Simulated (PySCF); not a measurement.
# C3H11OPSi2: magnetic properties

Aim: compute the magnetic properties of C3H11OPSi2 (`C=CC[Si@@H](P)O[SiH3]`).

Computed with PySCF 2.14.0 and routines of our own; the level stands in each step. Atoms count from 0.

### Step 1. The starting structure

18 atoms, charge 0, multiplicity 1; geometry from: GFN2-xTB.

### Step 2. Magnetic properties: GIAO B3LYP/pcSseg-1

Job settings and geometry (Å):

```
{"job": {"kind": "mag", "xc": "B3LYP", "basis": "pcSseg-1", "isotopologues": 2}, "charge": 0, "multiplicity": 1}
C     -1.281144    -2.002742    -0.092770
C     -1.598509    -0.722547    -0.172837
C     -1.287353     0.155438    -1.332008
Si     0.199683     1.280787    -0.894081
P     -0.213762     2.215679     1.100571
O      1.540694     0.389570    -0.727659
Si     2.362272    -0.937180    -0.272109
H     -0.798763    -2.516913    -0.907996
H     -1.501621    -2.592680     0.780150
H     -2.081711    -0.228559     0.662530
H     -2.152748     0.770346    -1.579428
H     -1.038441    -0.444359    -2.206459
H      0.542191     2.172372    -2.006499
H      0.754206     3.198053     0.986814
H     -1.209230     3.058920     0.632823
H      1.837677    -1.406809     1.006149
H      2.179396    -1.927201    -1.332262
H      3.738405    -0.455856    -0.186103
```

With the program's defaults for keys left out, this is: GIAO B3LYP/pcSseg-1 magnetisability, rotational g tensor and spin-rotation constants, non-relativistic, gas phase.

On the command line:

```bash
> OMP_NUM_THREADS=1 python excited_run.py task.json out
```

The driver reads the jobs from task.json and runs them one after another.

The program printed:

```text
coarse grid: 16040 points
cycle   1  E = -1116.3605650922  dE =  6.082e-01  |g| = 9.127e-01  |ddm| = 3.841e+00
cycle   2  E = -1116.0425504298  dE =  3.180e-01  |g| = 1.565e+00  |ddm| = 2.273e+00
cycle   3  E = -1116.5110563077  dE = -4.685e-01  |g| = 1.690e-01  |ddm| = 1.753e+00
cycle   4  E = -1116.5167017282  dE = -5.645e-03  |g| = 6.148e-02  |ddm| = 2.172e-01
cycle   5  E = -1116.5176610781  dE = -9.593e-04  |g| = 9.892e-03  |ddm| = 6.534e-02
cycle   6  E = -1116.5176832319  dE = -2.215e-05  |g| = 3.845e-03  |ddm| = 1.531e-02
cycle   7  E = -1116.5176861546  dE = -2.923e-06  |g| = 1.668e-03  |ddm| = 4.482e-03
final grid: 139704 points
cycle   8  E = -1116.5718358753  dE = -2.332e-05  |g| = 6.440e-03  |ddm| = 2.129e-02
cycle   9  E = -1116.5718255676  dE =  1.031e-05  |g| = 9.207e-03  |ddm| = 1.247e-02
cycle  10  E = -1116.5718454063  dE = -1.984e-05  |g| = 1.338e-03  |ddm| = 7.694e-03
cycle  11  E = -1116.5718458295  dE = -4.232e-07  |g| = 2.096e-04  |ddm| = 1.327e-03
cycle  12  E = -1116.5718458401  dE = -1.059e-08  |g| = 7.237e-05  |ddm| = 2.878e-04
cycle  13  E = -1116.5718458409  dE = -8.597e-10  |g| = 3.878e-05  |ddm| = 8.932e-05
cycle  14  E = -1116.5718458412  dE = -2.981e-10  |g| = 5.152e-06  |ddm| = 3.344e-05
converged SCF energy = -1116.5718458412

Magnetisability tensor (1e-30 J/T^2)
    -1529.33       46.16      -86.57
       46.16    -1456.79       27.11
      -86.57       27.11    -1346.78
isotropic -1444.30   principal values   -1585.63  -1435.50  -1311.76
isotropic susceptibility -86.978 1e-6 cm^3/mol

Inertial axes            a          b          c
rot. const./GHz      1.4304     1.1664     0.8203
chi total           -89.375    -88.977    -82.582
chi diamagnetic    -987.625  -1157.486  -1589.737
chi paramagnetic    898.250   1068.510   1507.156
quadrupole/D A        5.876     -2.550     -3.326
g nuclear            0.5806     0.5692     0.5671
g electronic        -0.6036    -0.5855    -0.5808
g total             -0.0231    -0.0163    -0.0138

Spin-rotation constants (kHz, H = +C I.J)
atom  isotope        aa         bb         cc
  4    31P        1.245      0.999      0.830
  7     1H        0.031     -0.127     -0.033
  8     1H       -0.149     -0.098      0.050
  9     1H        0.025     -0.121     -0.021
 10     1H       -0.022     -0.094     -0.085
 11     1H       -0.053     -0.115     -0.044
 12     1H       -0.122     -0.065      0.026
 13     1H       -0.162      0.009     -0.089
 14     1H       -0.026     -0.135     -0.072
 15     1H       -0.122     -0.085      0.029
 16     1H       -0.049     -0.048     -0.041
 17     1H       -0.119      0.057     -0.074
  0    13C*       0.440      0.224      0.339
  1    13C*       0.534      0.220      0.376
  2    13C*       0.257      0.204      0.130
  3   29Si*      -0.850     -0.777     -0.551
  5    17O*      -0.180     -0.042     -0.044
  6   29Si*      -0.779     -0.720     -0.495
* in the singly substituted isotopologue

Isotopologues: g along a, b, c
2H    at 7,8,9,10,11,12    -0.0199    -0.0142    -0.0121
13C   at 0                 -0.0227    -0.0162    -0.0136
```

Run time: 37 s. Hardware: 1 thread of Arm Neoverse V1, shared host; peak memory 1 GiB.

From this job:

| quantity | value |
| --- | --- |
| magnetisability | -1444·10⁻³⁰ J/T² |
| molar susceptibility | -87.0·10⁻⁶ cm³/mol |
| rotational g (a, b, c) | -0.0231, -0.0163, -0.0138 |

### Step 3. Magnetic properties: common gauge origin LC-wPBE/cc-pVDZ

Settings changed since step 2:

```diff
@@ -1,2 +1,2 @@
-{"job": {"kind": "mag", "xc": "B3LYP", "basis": "pcSseg-1", "isotopologues": 2}, "charge": 0, "multiplicity": 1}
+{"job": {"kind": "mag", "xc": "LC-wPBE", "basis": "cc-pVDZ", "gauge": [0, 0, 0]}, "charge": 0, "multiplicity": 1}
 C     -1.281144    -2.002742    -0.092770
```

Method: common gauge origin LC-wPBE/cc-pVDZ magnetisability, rotational g tensor and spin-rotation constants, non-relativistic, gas phase.

The program printed:

```text
coarse grid: 16040 points
cycle   1  E = -1115.9750585635  dE =  8.661e-01  |g| = 7.419e-01  |ddm| = 7.169e+00
cycle   2  E = -1115.9698433064  dE =  5.215e-03  |g| = 8.329e-01  |ddm| = 2.090e+00
cycle   3  E = -1116.0953685738  dE = -1.255e-01  |g| = 6.087e-02  |ddm| = 9.582e-01
cycle   4  E = -1116.0965394174  dE = -1.171e-03  |g| = 2.153e-02  |ddm| = 1.541e-01
cycle   5  E = -1116.0967023106  dE = -1.629e-04  |g| = 4.348e-03  |ddm| = 6.560e-02
cycle   6  E = -1116.0967087837  dE = -6.473e-06  |g| = 1.139e-03  |ddm| = 1.473e-02
final grid: 139704 points
cycle   7  E = -1116.1258001945  dE = -3.456e-05  |g| = 4.199e-03  |ddm| = 5.843e-02
cycle   8  E = -1116.1258038838  dE = -3.689e-06  |g| = 2.747e-03  |ddm| = 1.336e-02
cycle   9  E = -1116.1258058446  dE = -1.961e-06  |g| = 3.174e-04  |ddm| = 5.531e-03
cycle  10  E = -1116.1258058778  dE = -3.324e-08  |g| = 2.302e-04  |ddm| = 1.318e-03
cycle  11  E = -1116.1258058909  dE = -1.307e-08  |g| = 4.817e-05  |ddm| = 4.599e-04
cycle  12  E = -1116.1258058918  dE = -8.586e-10  |g| = 1.426e-05  |ddm| = 1.350e-04
converged SCF energy = -1116.1258058918

Magnetisability tensor (1e-30 J/T^2)
    -9251.27    -1769.03     -387.77
    -1769.03    -8436.91     1295.49
     -387.77     1295.49   -11974.86
isotropic -9887.68   principal values  -12412.06 -10525.95  -6725.02
isotropic susceptibility -595.450 1e-6 cm^3/mol

Inertial axes            a          b          c
rot. const./GHz      1.4304     1.1664     0.8203
chi total          -405.097   -635.404   -745.849
chi diamagnetic    -983.960  -1154.617  -1586.618
chi paramagnetic    578.863    519.212    840.769
quadrupole/D A        5.117     -1.958     -3.159
g nuclear            0.5806     0.5692     0.5671
g electronic        -0.3890    -0.2845    -0.3240
g total              0.1916     0.2847     0.2431

Spin-rotation constants (kHz, H = +C I.J)
atom  isotope        aa         bb         cc
  4    31P        0.994      0.736      0.541
  7     1H       -0.259     -0.217     -0.065
  8     1H        0.136     -0.099      0.057
  9     1H       -0.239     -0.325     -0.268
 10     1H       -0.093     -0.088     -0.155
 11     1H       -0.138     -0.268     -0.311
 12     1H        0.257      0.057     -0.095
 13     1H        0.171     -0.075      0.259
 14     1H       -0.560      0.501      0.406
 15     1H       -0.319     -0.274     -0.341
 16     1H       -0.598      0.434      0.143
 17     1H        0.422      0.211      0.398
  0    13C*       0.354      0.116      0.266
  1    13C*       0.339      0.051      0.237
  2    13C*       0.043      0.070     -0.010
  3   29Si*      -0.668     -0.542     -0.383
  5    17O*      -0.125      0.151      0.081
  6   29Si*      -0.639     -0.625     -0.418
* in the singly substituted isotopologue
```

It took 29 s on 1 thread of Arm Neoverse V1, shared host; peak memory 0.88 GiB.

It converged, yet the result is unsound: a common gauge origin replaces GIAOs, so the magnetic properties depend on where the origin lies.

### Step 4. What came out

```
                                            quantity                               value
       magnetisability (step 2, GIAO B3LYP/pcSseg-1)                    -1444·10⁻³⁰ J/T²
  molar susceptibility (step 2, GIAO B3LYP/pcSseg-1)                  -87.0·10⁻⁶ cm³/mol
rotational g (a, b, c) (step 2, GIAO B3LYP/pcSseg-1)           -0.0231, -0.0163, -0.0138
                                                runs  0 failed, 1 ended on unsound input
```

The values above hold for this geometry and these levels alone. Vibrational averaging and real surroundings are missing from these values.
